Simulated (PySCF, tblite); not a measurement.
# C₂H₇O₃SeSi radical: geometry, infrared bands and EPR parameters

Wanted: the infrared bands and EPR parameters of C₂H₇O₃SeSi radical (`O[C](O)C[Si@H](O)[SeH]`), by calculation.

Programs: tblite 0.8.0 and PySCF 2.14.0, with density-fitted response routines of our own. Each step states its level of theory. These are calculated values for one molecule in the gas phase, unless marked as measured. Atoms count from 0, in the outputs and in this text.

### 1 The molecule as given

14 atoms, charge 0, multiplicity 2; geometry from: force field or distance geometry start.

Bonds of the start (Å): O0–C1 1.39, C1–O2 1.38, C1–C3 1.49, C3–Si4 1.85, Si4–O5 1.72, Si4–Se6 2.30, O0–H7 1.00, O2–H8 1.01, C3–H9 1.12, C3–H10 1.13, Si4–H11 1.45, O5–H12 0.97, Se6–H13 1.52.

### 2 Geometry optimisation with GFN2-xTB

Job settings and geometry (Å):

```
{"job": {"kind": "relax", "xc": "GFN2-xTB", "basis": "xTB"}, "charge": 0, "multiplicity": 2}
O     -2.474000    -1.400200    -0.413600
C     -1.618900    -0.328300    -0.168700
O     -2.062800     0.521800     0.820400
C     -0.182100    -0.701000    -0.089000
Si     0.973500     0.704900     0.266100
O      0.957400     1.861100    -1.003700
Se     3.081500    -0.205000     0.269600
H     -2.010700    -2.213200    -0.064900
H     -2.990900     0.797000     0.539800
H      0.040300    -1.514100     0.652200
H      0.139500    -1.121900    -1.082100
H      0.780800     1.309200     1.573000
H      1.216200     1.437400    -1.842100
H      4.149400     0.851800     0.520700
```

Command:

```sh
> OMP_NUM_THREADS=1 python probes_run.py task.json out
```

The driver reads the jobs from task.json and runs them one after another.

**Question.** This job is followed by: GFN2-xTB harmonic vibrations, gas phase; UKS B3LYP, def2-TZVP-core on Se, pcH-1 on C H O Si, non-relativistic, mean-field spin-orbit, GIAO. Predict these results of the whole session: strongest single infrared mode (GFN2-xTB); zero-point energy (GFN2-xTB); g(iso) (B3LYP); ⟨S²⟩; largest a(iso) (averaged by class); potential on the surface of density 0.002 e/bohr³, 1st and 99th percentile.

**Answer**, as computed:

| quantity | value |
| --- | --- |
| strongest single infrared mode (GFN2-xTB) | 2150 cm⁻¹, 307 km/mol |
| zero-point energy (GFN2-xTB) | 55.8 kcal/mol |
| g(iso) (B3LYP) | 2.00372 |
| ⟨S²⟩ | 0.753 (exact 0.75) |
| largest a(iso) (averaged by class) | 13C on C1, 292.3 MHz |
| potential on the surface of density 0.002 e/bohr³, 1st and 99th percentile | -1.33 V and 2.74 V |

**Reading.** Relaxing lowered the energy by 0.829 eV in 196 steps; the close pair that moved most is Si4–O5, from 1.717 to 1.616 Å. All 36 modes are real, so the xTB geometry is a minimum. The strongest single mode, at 2150 cm⁻¹, moves mainly H13. Unscaled tight-binding wavenumbers are off by several per cent, some by more. Its intensities can rank the bands wrongly. Most of the unpaired spin sits on C1 (0.78 e). The isotropic g lies 1.4 ppt above the free-electron value. The hyperfine terms hold no scalar relativity, which the heavier nuclei need.
